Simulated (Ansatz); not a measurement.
# InH₂− (singlet): the correlation ladder at distance In1–H3 = 2.119 Å, def2-TZVPD

An exercise on one series of results from a longer session: the logs are not shown, and one member is left open.

Method: def2-TZVPD, core rule «outside noble gas», up to 9 orbitals frozen; program: Ansatz 0.2.0, Gaussian basis.

The runs, in order: UHF; CCSD(T) on RHF; CCSD(T) on UHF; BCCD(T) on RHF; CCSDT(Q) on RHF; CCSDT(Q) on UHF; CCSDTQ on RHF; CASSCF and MRCISD+Q, 2 electrons in 2 orbitals; CASSCF and NEVPT2, 2 electrons in 2 orbitals; CASSCF and MRCISD+Q, 6 electrons in 6 orbitals; CASSCF and NEVPT4(SD), 6 electrons in 6 orbitals; CASSCF and NEVPT2, 6 electrons in 6 orbitals.

## What is computed

The geometry derives from a PBE0/def2-TZVPD stationary point (not a proven minimum). One bond is set to the value named and the two fragments are kept rigid. No spin-orbit coupling is included. Elements past krypton take def2 core potentials.

3 atoms, charge -1, spin multiplicity 1.

Atoms are counted from 1 here; the program's logs count them from 0.

Bond lengths: In1–H2 1.886 Å, In1–H3 2.119 Å. Angles: H2–In1–H3 92.7°.

Geometry (Å):

```
In    0.00000   -0.02385   -0.00145
H     0.00000    1.27807   -1.36625
H     0.00000    1.43877    1.53181
```

The first run:

File in.yaml:

```yaml
crystal:
  periodic: [false, false, false]
  atoms:
    - {symbol: In, position_ang: [0.000000, -0.023850, -0.001453]}
    - {symbol: H, position_ang: [0.000000, 1.278070, -1.366249]}
    - {symbol: H, position_ang: [0.000000, 1.438771, 1.531811]}
basis:
  gaussian: {orbitals: def2-TZVPD}
total_charge: -1
magnetization: {spin_polarized: true, initial_magnetization: 0}
hamiltonian: {xc: hf}
output: {orbitals: {seedname: orbitals}}
```

Run with:

```sh
$ ansatz run in.yaml --threads 1 --pin off --events-out ev --progress --plain --max-ram 2816MiB --backend cpu
```

Among the steps run: UHF; CCSD(T) on RHF; CCSD(T) on UHF; BCCD(T) on RHF; CCSDT(Q) on RHF; CCSDT(Q) on UHF; CCSDTQ on RHF; CASSCF and MRCISD+Q, 2 electrons in 2 orbitals; CASSCF and NEVPT2, 2 electrons in 2 orbitals; CASSCF and MRCISD+Q, 6 electrons in 6 orbitals; CASSCF and NEVPT4(SD), 6 electrons in 6 orbitals; CASSCF and NEVPT2, 6 electrons in 6 orbitals.

One of the session's tables, all rows but one given; the rest of the session is left out.

```
            method  from RCCSDTQ (meV)
               RHF             +3019.6
               UHF             +3000.5
              RMP2              +765.5
             RCCSD                   ?
          RCCSD(T)               +23.3
           BCCD(T)               +22.9
            RCCSDT                +3.9
         RCCSDT(Q)                +0.7
           RCCSDTQ                   0
       CASSCF pair             +2550.0
       NEVPT2 pair              +713.7
       MRCISD pair              +175.7
     MRCISD+Q pair               -26.8
    CASSCF valence             +1750.4
    NEVPT2 valence              +609.9
NEVPT4(SD) valence              +121.3
    MRCISD valence               +89.5
  MRCISD+Q valence                +1.9
```

Q: Estimate the row for RCCSD from the others.

The run gave: from RCCSDTQ (meV): +97.9. In the column «from RCCSDTQ (meV)» it lies between MRCISD valence (+89.5) and NEVPT4(SD) valence (+121.3).
